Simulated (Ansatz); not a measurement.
# H₅NOSi + H₂ + H₂O: a complex and its separated parts, part 2 of 3

Ansatz 0.2.0, Gaussian basis. Earlier steps stand in the parts before.

## (11) B3LYP-D4/def2-TZVPP

The inputs:

parta/in.yaml

```yaml
crystal:
  periodic: [false, false, false]
  atoms:
    - {symbol: Si, position_ang: [-1.101150, -1.222317, -0.131275]}
    - {symbol: H, position_ang: [-2.538421, -1.600374, -0.188258]}
    - {symbol: H, position_ang: [-0.234645, -2.332119, 0.322131]}
    - {symbol: N, position_ang: [-1.039917, 0.068905, 0.980798]}
    - {symbol: O, position_ang: [-0.522730, -0.913808, -1.644778]}
    - {symbol: H, position_ang: [-1.840175, 0.641227, 1.184880]}
    - {symbol: H, position_ang: [-0.183481, 0.467840, 1.325113]}
    - {symbol: H, position_ang: [-0.950222, -0.217718, -2.145564]}
basis:
  gaussian: {orbitals: def2-TZVPP}
hamiltonian: {xc: {name: B3LYP}, dispersion: d4}
```

partb/in.yaml

```yaml
crystal:
  periodic: [false, false, false]
  atoms:
    - {symbol: H, position_ang: [1.273686, 3.059415, 1.092548]}
    - {symbol: H, position_ang: [1.486329, 2.447547, 0.722178]}
basis:
  gaussian: {orbitals: def2-TZVPP}
hamiltonian: {xc: {name: B3LYP}, dispersion: d4}
```

partc/in.yaml

```yaml
crystal:
  periodic: [false, false, false]
  atoms:
    - {symbol: H, position_ang: [1.253497, -0.154754, -0.975204]}
    - {symbol: O, position_ang: [1.822347, 0.175652, -0.276594]}
    - {symbol: H, position_ang: [2.575086, -0.419398, -0.265876]}
basis:
  gaussian: {orbitals: def2-TZVPP}
hamiltonian: {xc: {name: B3LYP}, dispersion: d4}
```

One command serves all of them, each in its own folder.

Run with:

```console
$ ansatz run in.yaml --threads 8 --pin off --events-out ev --progress --plain --max-ram 19148MiB
```

Log of parta (excerpt; [...] marks lines left out):

```text
Functional definition: B3LYP
  name "B3LYP"
  cite "Stephens, Devlin, Chabalowski & Frisch, J. Phys. Chem. 98, 11623 (1994) doi:10.1021/j100096a001"
  cite "Becke, Phys. Rev. A 38, 3098 (1988) doi:10.1103/PhysRevA.38.3098"
  cite "Lee, Yang & Parr, Phys. Rev. B 37, 785 (1988) doi:10.1103/PhysRevB.37.785"
  cite "Vosko, Wilk & Nusair, Can. J. Phys. 58, 1200 (1980) doi:10.1139/p80-159"
[...]
892 factors; their error is unknown
[...]
mean field -11500.91329566 eV, -422.6507680166 hartree, gradient 4.1e-5 eV, S^2 0.000000; 0 other end points of the search recorded, 0 dependent functions left out
reference -11500.91352502 eV, -422.6507764453 hartree; 17, 17 occupied and 157, 157 virtual orbitals, 892 factors
Total energy: -11501.09856577 eV, -422.6575765673 hartree
```

partb printed (excerpt; [...] marks lines left out):

```text
[... 6 set-up lines as earlier in the session ...]
[...]
118 factors; their error is unknown
[...]
mean field -32.10922658 eV, -1.1799923124 hartree, gradient 4.6e-5 eV, S^2 0.000000; 0 other end points of the search recorded, 0 dependent functions left out
reference -32.10936868 eV, -1.1799975346 hartree; 1, 1 occupied and 27, 27 virtual orbitals, 118 factors
Total energy: -32.11251978 eV, -1.1801133351 hartree
```

Log of partc (excerpt; [...] marks lines left out):

```text
[... 6 set-up lines as earlier in the session ...]
[...]
269 factors; their error is unknown
[...]
mean field -2080.76396179 eV, -76.4666652031 hartree, gradient 1.1e-5 eV, S^2 0.000000; 0 other end points of the search recorded, 0 dependent functions left out
reference -2080.76410015 eV, -76.4666702879 hartree; 5, 5 occupied and 54, 54 virtual orbitals, 269 factors
Total energy: -2080.77252634 eV, -76.4669799448 hartree
```

They took 0.6 s (parta), 0.1 s (partb), 0.15 s (partc) on 8 threads of Arm Neoverse V2, shared host.

## (12) r2SCAN0-D4/def2-TZVPP

Each input of step 11 (parta, partb, partc) changes in the same lines:

```diff
-hamiltonian: {xc: {name: B3LYP}, dispersion: d4}
+hamiltonian: {xc: {name: r2SCAN0}, dispersion: d4}
```

The same command starts each run, in its folder.

Run with:

```console
$ ansatz run in.yaml --threads 8 --pin off --events-out ev --progress --plain --max-ram 19148MiB
```

Output in parta (excerpt; [...] marks lines left out):

```text
Functional definition: r2SCAN0
  name "r2SCAN0"
  cite "Bursch, Neugebauer, Ehlert & Grimme, J. Chem. Phys. 156, 134105 (2022) doi:10.1063/5.0086040"
[... 3 set-up lines as earlier in the session ...]
[...]
892 factors; their error is unknown
[...]
mean field -11496.97556606 eV, -422.5060591226 hartree, gradient 4.1e-5 eV, S^2 0.000000; 0 other end points of the search recorded, 0 dependent functions left out
reference -11496.97557464 eV, -422.5060594382 hartree; 17, 17 occupied and 157, 157 virtual orbitals, 892 factors
Total energy: -11497.00677527 eV, -422.5072060400 hartree
```

Log of partb (excerpt; [...] marks lines left out):

```text
[... 6 set-up lines as earlier in the session ...]
[...]
118 factors; their error is unknown
[...]
mean field -31.85186640 eV, -1.1705345001 hartree, gradient 1.4e-5 eV, S^2 0.000000; 0 other end points of the search recorded, 0 dependent functions left out
reference -31.85187152 eV, -1.1705346884 hartree; 1, 1 occupied and 27, 27 virtual orbitals, 118 factors
Total energy: -31.85241290 eV, -1.1705545836 hartree
```

Log of partc (excerpt; [...] marks lines left out):

```text
[... 6 set-up lines as earlier in the session ...]
[...]
269 factors; their error is unknown
[...]
mean field -2079.27470117 eV, -76.4119358852 hartree, gradient 2.0e-5 eV, S^2 0.000000; 0 other end points of the search recorded, 0 dependent functions left out
reference -2079.27470528 eV, -76.4119360358 hartree; 5, 5 occupied and 54, 54 virtual orbitals, 269 factors
Total energy: -2079.27610945 eV, -76.4119876383 hartree
```

Wall times: 1.1 s (parta), 0.25 s (partb), 0.3 s (partc) on 8 threads of Arm Neoverse V2, shared host.

## (13) BHLYP-D4/def2-TZVPP

Each input of step 12 (parta, partb, partc) changes in the same lines:

```diff
-hamiltonian: {xc: {name: r2SCAN0}, dispersion: d4}
+hamiltonian: {xc: {name: BHLYP}, dispersion: d4}
```

Each run has its own folder and the same command.

Run with:

```console
$ ansatz run in.yaml --threads 8 --pin off --events-out ev --progress --plain --max-ram 19148MiB
```

Log of parta (excerpt; [...] marks lines left out):

```text
Functional definition: BHLYP
  name "BHLYP"
  cite "Becke, J. Chem. Phys. 98, 1372 (1993) doi:10.1063/1.464304"
[... 2 set-up lines as earlier in the session ...]
[...]
951 factors; their error is unknown
[...]
mean field -11498.34418718 eV, -422.5563550212 hartree, gradient 5.1e-5 eV, S^2 0.000000; 0 other end points of the search recorded, 0 dependent functions left out
reference -11498.34434297 eV, -422.5563607463 hartree; 17, 17 occupied and 157, 157 virtual orbitals, 951 factors
Total energy: -11498.47851182 eV, -422.5612913609 hartree
```

Output in partb (excerpt; [...] marks lines left out):

```text
[... 5 set-up lines as earlier in the session ...]
[...]
118 factors; their error is unknown
[...]
mean field -31.83805106 eV, -1.1700267958 hartree, gradient 5.6e-5 eV, S^2 0.000000; 0 other end points of the search recorded, 0 dependent functions left out
reference -31.83814662 eV, -1.1700303076 hartree; 1, 1 occupied and 27, 27 virtual orbitals, 118 factors
Total energy: -31.83989021 eV, -1.1700943835 hartree
```

Output in partc (excerpt; [...] marks lines left out):

```text
[... 5 set-up lines as earlier in the session ...]
[...]
295 factors; their error is unknown
[...]
mean field -2079.57889374 eV, -76.4231147556 hartree, gradient 2.0e-5 eV, S^2 0.000000; 0 other end points of the search recorded, 0 dependent functions left out
reference -2079.57898453 eV, -76.4231180922 hartree; 5, 5 occupied and 54, 54 virtual orbitals, 295 factors
Total energy: -2079.58393642 eV, -76.4233000708 hartree
```

Wall times: 0.6 s (parta), 0.1 s (partb), 0.1 s (partc) on 8 threads of Arm Neoverse V2, shared host.

## (14) CAM-B3LYP-D4/def2-TZVPP

The same edit goes into each in.yaml of step 13 (parta, partb, partc):

```diff
-hamiltonian: {xc: {name: BHLYP}, dispersion: d4}
+hamiltonian: {xc: {name: CAM-B3LYP}, dispersion: d4}
```

The same command starts each run, in its folder.

Run with:

```console
$ ansatz run in.yaml --threads 8 --pin off --events-out ev --progress --plain --max-ram 19148MiB
```

parta printed (excerpt; [...] marks lines left out):

```text
Functional definition: CAM-B3LYP
  name "CAM-B3LYP"
  cite "Yanai, Tew & Handy, Chem. Phys. Lett. 393, 51 (2004) doi:10.1016/j.cplett.2004.06.011"
  cite "Iikura, Tsuneda, Yanai & Hirao, J. Chem. Phys. 115, 3540 (2001) doi:10.1063/1.1383587"
[... 2 set-up lines as earlier in the session ...]
[...]
  # Exact exchange under (alpha + beta erf(omega r))/r, Becke's under what is left of 1/r.
[...]
892 factors; their error is unknown
237 factors; integrals over basis functions are off by at most 1.3e-5 eV
[...]
mean field -11499.11789384 eV, -422.5847882165 hartree, gradient 4.7e-5 eV, S^2 0.000000; 0 other end points of the search recorded, 0 dependent functions left out
reference -11499.11800544 eV, -422.5847923178 hartree; 17, 17 occupied and 157, 157 virtual orbitals, 892 factors
Total energy: -11499.21289257 eV, -422.5882793554 hartree
```

partb printed (excerpt; [...] marks lines left out):

```text
[... 6 set-up lines as earlier in the session ...]
[...]
  # Exact exchange under (alpha + beta erf(omega r))/r, Becke's under what is left of 1/r.
[...]
118 factors; their error is unknown
42 factors; integrals over basis functions are off by at most 6.3e-5 eV
[...]
mean field -31.88030393 eV, -1.1715795603 hartree, gradient 6.4e-5 eV, S^2 0.000000; 0 other end points of the search recorded, 0 dependent functions left out
reference -31.88037387 eV, -1.1715821305 hartree; 1, 1 occupied and 27, 27 virtual orbitals, 118 factors
Total energy: -31.88188728 eV, -1.1716377470 hartree
```

Output in partc (excerpt; [...] marks lines left out):

```text
[... 6 set-up lines as earlier in the session ...]
[...]
  # Exact exchange under (alpha + beta erf(omega r))/r, Becke's under what is left of 1/r.
[...]
269 factors; their error is unknown
72 factors; integrals over basis functions are off by at most 1.6e-5 eV
[...]
mean field -2079.99968322 eV, -76.4385784841 hartree, gradient 1.1e-5 eV, S^2 0.000000; 0 other end points of the search recorded, 0 dependent functions left out
reference -2079.99975066 eV, -76.4385809621 hartree; 5, 5 occupied and 54, 54 virtual orbitals, 269 factors
Total energy: -2080.00381668 eV, -76.4387303858 hartree
```

They took 0.65 s (parta), 0.1 s (partb), 0.15 s (partc) on 8 threads of Arm Neoverse V2, shared host.

## (15) wB97X-V/def2-TZVPP

The same edit goes into each in.yaml of step 14 (parta, partb, partc):

```diff
-hamiltonian: {xc: {name: CAM-B3LYP}, dispersion: d4}
+hamiltonian: {xc: {name: wB97X-V}}
```

One command serves all of them, each in its own folder.

Run with:

```console
$ ansatz run in.yaml --threads 8 --pin off --events-out ev --progress --plain --max-ram 19148MiB
```

parta printed (excerpt; [...] marks lines left out):

```text
Functional definition: wB97X-V
  name "wB97X-V"
  cite "Mardirossian & Head-Gordon, Phys. Chem. Chem. Phys. 16, 9904 (2014) doi:10.1039/C3CP54374A"
[... 2 set-up lines as earlier in the session ...]
[...]
      + integral(e_c_pw_opposite_spin*poly(b97_u_opposite, cos0, cos1)) + vv10(b, c)
892 factors; their error is unknown
214 factors; integrals over basis functions are off by at most 1.1e-5 eV
[...]
mean field -11497.70910808 eV, -422.5330162947 hartree, gradient 4.2e-5 eV, S^2 0.000000; 0 other end points of the search recorded, 0 dependent functions left out
reference -11497.70910627 eV, -422.5330162281 hartree; 17, 17 occupied and 157, 157 virtual orbitals, 892 factors
Total energy: -11497.70910627 eV, -422.5330162281 hartree
```

Log of partb (excerpt; [...] marks lines left out):

```text
[... 5 set-up lines as earlier in the session ...]
[...]
      + integral(e_c_pw_opposite_spin*poly(b97_u_opposite, cos0, cos1)) + vv10(b, c)
118 factors; their error is unknown
42 factors; integrals over basis functions are off by at most 3.0e-5 eV
[...]
mean field -31.90859993 eV, -1.1726194192 hartree, gradient 8.8e-5 eV, S^2 0.000000; 0 other end points of the search recorded, 0 dependent functions left out
reference -31.90859893 eV, -1.1726193824 hartree; 1, 1 occupied and 27, 27 virtual orbitals, 118 factors
Total energy: -31.90859893 eV, -1.1726193824 hartree
```

Output in partc (excerpt; [...] marks lines left out):

```text
[... 5 set-up lines as earlier in the session ...]
[...]
      + integral(e_c_pw_opposite_spin*poly(b97_u_opposite, cos0, cos1)) + vv10(b, c)
269 factors; their error is unknown
69 factors; integrals over basis functions are off by at most 2.2e-5 eV
[...]
mean field -2079.88767324 eV, -76.4344621930 hartree, gradient 2.2e-5 eV, S^2 0.000000; 0 other end points of the search recorded, 0 dependent functions left out
reference -2079.88767234 eV, -76.4344621601 hartree; 5, 5 occupied and 54, 54 virtual orbitals, 269 factors
Total energy: -2079.88767234 eV, -76.4344621601 hartree
```

Times: 1.5 s (parta), 0.1 s (partb), 0.25 s (partc) on 8 threads of Arm Neoverse V2, shared host.

## (16) wB97M-V/def2-TZVPP

The same edit goes into each in.yaml of step 15 (parta, partb, partc):

```diff
-hamiltonian: {xc: {name: wB97X-V}}
+hamiltonian: {xc: {name: wB97M-V}}
```

The same command starts each run, in its folder.

Run with:

```console
$ ansatz run in.yaml --threads 8 --pin off --events-out ev --progress --plain --max-ram 19148MiB
```

Output in parta (excerpt; [...] marks lines left out):

```text
Functional definition: wB97M-V
  name "wB97M-V"
  cite "Mardirossian & Head-Gordon, J. Chem. Phys. 144, 214110 (2016) doi:10.1063/1.4952647"
[... 2 set-up lines as earlier in the session ...]
  # Of w^i u^j: cxij and so on, Table III.
[...]
  gx(w, u) = 1 - cx + cx01*u + cx10*w
[...]
      + integral(e_c_pw_mod_opposite_spin*gos(b97_w_opposite, b97_u_opposite)) + vv10(b, c)
892 factors; their error is unknown
214 factors; integrals over basis functions are off by at most 1.1e-5 eV
[...]
mean field -11498.20447187 eV, -422.5512205785 hartree, gradient 1.4e-5 eV, S^2 0.000000; 0 other end points of the search recorded, 0 dependent functions left out
reference -11498.20451613 eV, -422.5512222050 hartree; 17, 17 occupied and 157, 157 virtual orbitals, 892 factors
Total energy: -11498.20451613 eV, -422.5512222050 hartree
```

partb printed (excerpt; [...] marks lines left out):

```text
[... 5 set-up lines as earlier in the session ...]
  # Of w^i u^j: cxij and so on, Table III.
[...]
  gx(w, u) = 1 - cx + cx01*u + cx10*w
[...]
      + integral(e_c_pw_mod_opposite_spin*gos(b97_w_opposite, b97_u_opposite)) + vv10(b, c)
118 factors; their error is unknown
42 factors; integrals over basis functions are off by at most 3.0e-5 eV
[...]
mean field -31.60111435 eV, -1.1613195322 hartree, gradient 7.3e-6 eV, S^2 0.000000; 0 other end points of the search recorded, 0 dependent functions left out
reference -31.60113860 eV, -1.1613204236 hartree; 1, 1 occupied and 27, 27 virtual orbitals, 118 factors
Total energy: -31.60113860 eV, -1.1613204236 hartree
```

partc printed (excerpt; [...] marks lines left out):

```text
[... 5 set-up lines as earlier in the session ...]
  # Of w^i u^j: cxij and so on, Table III.
[...]
  gx(w, u) = 1 - cx + cx01*u + cx10*w
[...]
      + integral(e_c_pw_mod_opposite_spin*gos(b97_w_opposite, b97_u_opposite)) + vv10(b, c)
269 factors; their error is unknown
69 factors; integrals over basis functions are off by at most 2.2e-5 eV
[...]
mean field -2079.85938390 eV, -76.4334225789 hartree, gradient 2.9e-5 eV, S^2 0.000000; 0 other end points of the search recorded, 0 dependent functions left out
reference -2079.85940591 eV, -76.4334233878 hartree; 5, 5 occupied and 54, 54 virtual orbitals, 269 factors
Total energy: -2079.85940591 eV, -76.4334233878 hartree
```

Wall times: 1.6 s (parta), 0.15 s (partb), 0.25 s (partc) on 8 threads of Arm Neoverse V2, shared host.

## (17) B2PLYP/def2-TZVPP

Each input of step 16 (parta, partb, partc) changes in the same lines:

```diff
-hamiltonian: {xc: {name: wB97M-V}}
+hamiltonian: {xc: {name: B2PLYP}}
```

The same command starts each run, in its folder.

Run with:

```console
$ ansatz run in.yaml --threads 8 --pin off --events-out ev --progress --plain --max-ram 19148MiB
```

Output in parta (excerpt; [...] marks lines left out):

```text
Functional definition: B2PLYP
  name "B2PLYP"
  cite "Grimme, J. Chem. Phys. 124, 034108 (2006) doi:10.1063/1.2148954"
[... 2 set-up lines as earlier in the session ...]
[...]
1016 factors; integrals over basis functions are off by at most 1.2e-3 eV
[...]
mean field -11489.21862638 eV, -422.2209968473 hartree, gradient 4.0e-6 eV, S^2 0.000000; 0 other end points of the search recorded, 0 dependent functions left out
7 core orbitals not correlated: weight in the atoms' cores, before any rotation towards them, 1.000 or more for the frozen orbitals, at most 0.000 for the correlated occupied ones
reference -11489.21877183 eV, -422.2210021926 hartree; 10, 10 occupied and 157, 157 virtual orbitals, 1016 factors
second order -19.17019276 eV of doubles, -0.00000000 eV of singles
Total energy: -11494.39472388 eV, -422.4112149219 hartree
```

Output in partb (excerpt; [...] marks lines left out):

```text
[... 5 set-up lines as earlier in the session ...]
[...]
145 factors; integrals over basis functions are off by at most 7.3e-4 eV
[...]
mean field -31.55849106 eV, -1.1597531554 hartree, gradient 1.0e-6 eV, S^2 0.000000; 0 other end points of the search recorded, 0 dependent functions left out
reference -31.55858048 eV, -1.1597564414 hartree; 1, 1 occupied and 27, 27 virtual orbitals, 145 factors
second order -1.02366525 eV of doubles, -0.00000000 eV of singles
Total energy: -31.83497010 eV, -1.1699135725 hartree
```

Log of partc (excerpt; [...] marks lines left out):

```text
[... 5 set-up lines as earlier in the session ...]
[...]
361 factors; integrals over basis functions are off by at most 7.6e-4 eV
[...]
mean field -2077.03826741 eV, -76.3297484601 hartree, gradient 8.4e-7 eV, S^2 0.000000; 0 other end points of the search recorded, 0 dependent functions left out
1 core orbitals not correlated: weight in the atoms' cores, before any rotation towards them, 1.000 or more for the frozen orbitals, at most 0.000 for the correlated occupied ones
reference -2077.03835243 eV, -76.3297515848 hartree; 4, 4 occupied and 54, 54 virtual orbitals, 361 factors
second order -8.41877976 eV of doubles, -0.00000000 eV of singles
Total energy: -2079.31142297 eV, -76.4132853863 hartree
```

Wall times: 0.95 s (parta), 0.1 s (partb), 0.15 s (partc) on 8 threads of Arm Neoverse V2, shared host.

## (18) PBE-QIDH/def2-TZVPP

Each input of step 17 (parta, partb, partc) changes in the same lines:

```diff
-hamiltonian: {xc: {name: B2PLYP}}
+hamiltonian: {xc: {name: PBE-QIDH}}
```

One command serves all of them, each in its own folder.

Run with:

```console
$ ansatz run in.yaml --threads 8 --pin off --events-out ev --progress --plain --max-ram 19148MiB
```

Log of parta (excerpt; [...] marks lines left out):

```text
Functional definition: PBE-QIDH
  name "PBE-QIDH"
  cite "Brémond, Sancho-García, Pérez-Jiménez & Adamo, J. Chem. Phys. 141, 031101 (2014) doi:10.1063/1.4890314"
[... 1 set-up line as earlier in the session ...]
[...]
1016 factors; integrals over basis functions are off by at most 1.2e-3 eV
[...]
mean field -11484.19317092 eV, -422.0363147657 hartree, gradient 4.6e-6 eV, S^2 0.000000; 0 other end points of the search recorded, 0 dependent functions left out
7 core orbitals not correlated: weight in the atoms' cores, before any rotation towards them, 1.000 or more for the frozen orbitals, at most 0.000 for the correlated occupied ones
reference -11484.19318204 eV, -422.0363151741 hartree; 10, 10 occupied and 157, 157 virtual orbitals, 1016 factors
second order -17.83993600 eV of doubles, -0.00000000 eV of singles
Total energy: -11490.13982737 eV, -422.2548503593 hartree
```

Output in partb (excerpt; [...] marks lines left out):

```text
[... 4 set-up lines as earlier in the session ...]
[...]
145 factors; integrals over basis functions are off by at most 7.3e-4 eV
[...]
mean field -31.52725053 eV, -1.1586050870 hartree, gradient 1.4e-6 eV, S^2 0.000000; 0 other end points of the search recorded, 0 dependent functions left out
reference -31.52725695 eV, -1.1586053229 hartree; 1, 1 occupied and 27, 27 virtual orbitals, 145 factors
second order -0.95920637 eV of doubles, -0.00000000 eV of singles
Total energy: -31.84699241 eV, -1.1703553843 hartree
```

Output in partc (excerpt; [...] marks lines left out):

```text
[... 4 set-up lines as earlier in the session ...]
[...]
361 factors; integrals over basis functions are off by at most 7.6e-4 eV
[...]
mean field -2075.58433373 eV, -76.2763173830 hartree, gradient 2.2e-6 eV, S^2 0.000000; 0 other end points of the search recorded, 0 dependent functions left out
1 core orbitals not correlated: weight in the atoms' cores, before any rotation towards them, 1.000 or more for the frozen orbitals, at most 0.000 for the correlated occupied ones
reference -2075.58433922 eV, -76.2763175849 hartree; 4, 4 occupied and 54, 54 virtual orbitals, 361 factors
second order -7.85903802 eV of doubles, -0.00000000 eV of singles
Total energy: -2078.20401857 eV, -76.3725890250 hartree
```

Times: 0.9 s (parta), 0.1 s (partb), 0.15 s (partc) on 8 threads of Arm Neoverse V2, shared host.

(Part 2 of 3 ends here.)
